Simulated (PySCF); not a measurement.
# CH3F5Te (TeMeF5): the cost of one run

Computed with PySCF 2.14.0 and routines of our own; the level stands in each step. Atoms count from 0.

## (1) The starting structure

10 atoms, charge 0, multiplicity 1; geometry from: GFN2-xTB.

## (2) Relaxing the molecule at PBE0-D3(BJ)/def2-SVP

The job: settings as JSON, then the geometry in Å.

```
{"job": {"xc": "PBE0", "basis": "def2-SVP", "d3": "d3bj", "grid": 1, "maxiter": 30, "shake": 0.03, "kind": "geom"}, "charge": 0, "multiplicity": 1}
Te     0.055510    -0.071770    -0.644860
C     -0.014130    -0.017170     1.425260
H     -1.074200    -0.221560     1.719730
H      0.437500     0.987280     1.731130
H      0.688170    -0.806530     1.688990
F     -0.004580     0.011210    -2.565460
F      1.932600    -0.006920    -0.842340
F     -1.866080     0.031950    -0.883790
F     -0.005490     1.928340    -0.805450
F     -0.024670    -1.911590    -0.818800
```

Started as:

```
> OMP_NUM_THREADS=1 python heavy_run.py task.json out
```

The driver reads the jobs from task.json and runs them one after another.

Q: Estimate the wall time and peak memory of this first job on 1 thread of Arm Neoverse V1, shared host.

About 81 s, with a peak of 0.51 GiB.
